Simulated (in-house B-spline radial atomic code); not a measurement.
# Pt⁹⁺: ionisation energy by several methods

Wanted: one ionisation energy, Pt⁹⁺ to configuration [Xe] 4f14, up the ladder of functionals.

Method: Dirac-Coulomb, several functionals; spherical all-electron atom at the radial basis limit. Code: in-house B-spline radial atomic code version 1.

### Step 1. The system

```
element       : platinum (Z = 78)
charge        : +9
electrons     : 69
configuration : [Xe] 4f14 5d1
nucleus       : Fermi, rms radius 5.427 fm
```

Outer shells as boxes (Hund's rule):

[Xe] 4f14 5d1
```
[Xe] core
4f [↑↓][↑↓][↑↓][↑↓][↑↓][↑↓][↑↓]
5d [↑ ][  ][  ][  ][  ]
```

The boxes only draw the filling; these runs are spin-restricted and spherical.

### Step 2. BLYP, a GGA

Settings of the run:

```ini
Z = 78
electrons = 69.0
configuration = [Xe] 4f14 5d1
hamiltonian = dirac
method = b88,lyp
spin_polarised = False
nucleus = fermi
rms_radius = 5.427
mass_number = 195
atomic_mass = 194.964794325
speed_of_light = 137.035999084
```

### Step 3. RPBE, a GGA

Changes to the settings of step 2:

```diff
@@ -4,3 +4,3 @@
 hamiltonian = dirac
-method = b88,lyp
+method = rpbe,pbe
 spin_polarised = False
```

### Step 4. PBE, a GGA

Changes to the settings of step 3:

```diff
@@ -4,3 +4,3 @@
 hamiltonian = dirac
-method = rpbe,pbe
+method = pbe,pbe
 spin_polarised = False
```

### Step 5. LDA (VWN5)

Changes to the settings of step 4:

```diff
@@ -4,3 +4,3 @@
 hamiltonian = dirac
-method = pbe,pbe
+method = lda,vwn
 spin_polarised = False
```

### Step 6. AM05, a GGA

Changes to the settings of step 5:

```diff
@@ -4,3 +4,3 @@
 hamiltonian = dirac
-method = lda,vwn
+method = am05
 spin_polarised = False
```

### Step 7. relativistic LDA

Changes to the settings of step 6:

```diff
@@ -4,3 +4,3 @@
 hamiltonian = dirac
-method = am05
+method = lda_x_rel,vwn
 spin_polarised = False
```

The tabulated ionisation energy is 144.9 ± 1.1 eV (semi-empirical; NIST Atomic Spectra Database). What does each method give, and which comes nearest?

The runs gave:

| method | rung | total energy (hartree) | ΔSCF (eV) | −ε highest (eV) | ΔSCF less tabulated (eV) |
| --- | --- | --- | --- | --- | --- |
| LDA (VWN5) | LDA | -18411.6451 | 143.75 | 133.66 (5d5/2) | -1.15 |
| relativistic LDA | LDA | -18374.4394 | 143.74 | 133.66 (5d5/2) | -1.16 |
| BLYP | GGA | -18423.0817 | 143.28 | 133.19 (5d5/2) | -1.62 |
| RPBE | GGA | -18422.5915 | 143.23 | 133.17 (5d5/2) | -1.67 |
| PBE | GGA | -18422.0347 | 143.33 | 133.26 (5d5/2) | -1.57 |
| AM05 | GGA | -18412.1120 | 143.40 | 133.32 (5d5/2) | -1.50 |

**Reading.** The tabulated ionisation energy is 144.9 ± 1.1 eV (semi-empirical; NIST Atomic Spectra Database). LDA (VWN5) comes nearest (-1.15 eV) and RPBE is farthest (-1.67 eV, 1.1 %). All methods miss on the same side by much the same amount, which points to something that they share. PBE is off by -1.57 eV. Open shells are averaged (over orientations, and over spins where the run is restricted), while tables refer to the lowest levels. For the semilocal functionals minus the highest level recovers only 93 % of their own ΔSCF value, a mark of self-interaction.

Members of this set that are not shown: 8 used exact exchange with fractional occupations of an open shell, which is unsound here.
